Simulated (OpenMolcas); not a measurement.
# Ta³⁺ among point charges: CASSCF and CASPT2 levels and susceptibility

How does a field of 6 point charges split the states of Ta³⁺, and what χT follows?

Method: state-averaged CASSCF and CASPT2, spin-orbit coupling by RASSI with atomic mean-field integrals. Code: OpenMolcas 26.06.

### 1 What is computed

- Species: Ta³⁺ (tantalum, Z = 73, 70 electrons)
- Basis: ANO-RCC-VDZP [7s6p4d2f1g], 68 functions
- Scalar Hamiltonian: DKH2, point nucleus
- Inactive shells: 1s 2s 2p 3s 3p 3d 4s 4p 4d 4f 5s 5p
- Active space: 2 electrons in 5 orbitals (5d)
- Some configurations of this space: 5d²
- Orbitals: optimised for each spin and parity, averaged over all roots

Outer shells as boxes (Hund's rule):

5d2
```
5d [↑ ][↑ ][  ][  ][  ]
```

The ion sits among 6 point charges of -1.7 e arranged as an octahedron (Oh), 2.24 Å from the ion.

Each step is its own input file, run in one work folder so that later steps find the files of earlier ones. Labels, J, g values, rates, χT and fits are worked out afterwards by a script from the matrices that RASSI stores. The input lists half of the charges; inversion (Group=XYZ) makes the rest.

### 2 One- and two-electron integrals

a.inp reads:

```
&GATEWAY
Coord
1

Ta 0.0 0.0 0.0
Basis=ANO-RCC-VDZP
Group=XYZ
NoMove
AngMom=0.0 0.0 0.0
AMFI
XField
3 Angstrom 0
2.240000 0.000000 0.000000 -1.700000
0.000000 2.240000 0.000000 -1.700000
0.000000 0.000000 2.240000 -1.700000
&SEWARD
```

Command:

```
> OMP_NUM_THREADS=1 MOLCAS_MEM=1689 MOLCAS_PROJECT=a pymolcas a.inp > a.log
```

### 3 CASSCF: triplets of even parity, 10 roots

a.inp reads:

```
&RASSCF
FileOrb=start.orb
Symmetry=1
Spin=3
nActEl=2 0 0
Inactive=15 19
Ras2=5 0
CIRoot=10 10 1
SDav=10
CIMx=300
Iter=120 100
PrWF=0.3
OrbListing=Nothing
MaxOrb=0
>>> COPY $Project.JobIph JOB001
```

start.orb holds the contracted functions of the basis, ordered by shell, or the orbitals of the step before.

### 4 Reference wave functions, singlets of even parity, 15 roots

a.inp reads:

```
&RASSCF
FileOrb=start.orb
Symmetry=1
Spin=1
nActEl=2 0 0
Inactive=15 19
Ras2=5 0
CIRoot=15 15 1
SDav=15
CIMx=300
Iter=120 100
PrWF=0.3
OrbListing=Nothing
MaxOrb=0
>>> COPY $Project.JobIph JOB002
```

### 5 RASSI: spin-orbit coupling between the states

a.inp reads:

```
&RASSI
NrOfJobIphs=2 10 15
1 2 3 4 5 6 7 8 9 10
1 2 3 4 5 6 7 8 9 10 11 12 13 14 15
IphNames
JOB001
JOB002
EJob
SpinOrbit
DIPRint=1.0
SOCoupling=1000.0
Subsets=2
Property=9
'ANGMOM' 1 'ANGMOM' 2 'ANGMOM' 3 'MLTPL  1' 1 'MLTPL  1' 2 'MLTPL  1' 3
'AMFI' 1 'AMFI' 2 'AMFI' 3
SOProperty=3
'ANGMOM' 1 'ANGMOM' 2 'ANGMOM' 3
```

### 6 CASPT2: IPEA 0.25, imaginary shift 0.1 (closed shells correlated: 4f 5s 5p)

a.inp reads:

```
>>> COPY JOB001 $Project.JobIph
&CASPT2
Multistate=10 1 2 3 4 5 6 7 8 9 10
NoMult
Frozen=14 9
IPEA=0.25
Imaginary=0.1
MaxIter=60
WThr=0.0 0.3 0.05
PrWF=0.5
NoMix
>>> COPY JOB002 $Project.JobIph
&CASPT2
Multistate=15 1 2 3 4 5 6 7 8 9 10 11 12 13 14 15
NoMult
Frozen=14 9
IPEA=0.25
Imaginary=0.1
MaxIter=60
WThr=0.0 0.3 0.05
PrWF=0.5
NoMix
```

(Steps that only read results are left out.)

Q: Predict the outcome of this session. Wanted: spin-free ground state; first state of the same spin within the active space; lowest level; next level.

As calculated:

| quantity | value |
| --- | --- |
| method | SS-CASPT2, IPEA 0.25, imaginary shift 0.1 (closed shells correlated: 4f 5s 5p) |
| spin-free ground state | 3T1, 3-fold in its orbital part |
| first state of the same spin within the active space | 3T2 at 12400 cm⁻¹ |
| lowest level | 2-fold E, g = 0.00, 0.00, 0.00 |
| next level | 520.5 cm⁻¹ |
| χT at 300 K | 0.07 cm³ K/mol |
| effective moment at 300 K | 0.75 μB |

Cost by method:

| method | time of its own steps | time with the reference |
| --- | --- | --- |
| A. CASSCF | 6.5 s | 6.5 s |
| B. SS-CASPT2, IPEA 0.25, imaginary shift 0.1, +4f 5s 5p | 4 s | 11 s |

Times are of one thread on a shared host.

The spin-free ground state (3T1) comes to 93 % from free-ion F terms and keeps the highest spin of the shell. χT at 300 K is 0.07, against 1.00 cm³ K/mol for the spin alone, so spin-orbit coupling lowers it. A ligand-field fit to the states below 45000 cm-1 gives 10Dq = 13956 cm-1, B = 589 cm-1 and C = 2347 cm-1 (C/B = 3.98), with a deviation of 331 cm-1. CASPT2 does not keep the components of a term degenerate, and the means are used. The field of point charges can differ much from that of real complexes. Point charges carry no covalency, so the field is a model and not that of real ligands.
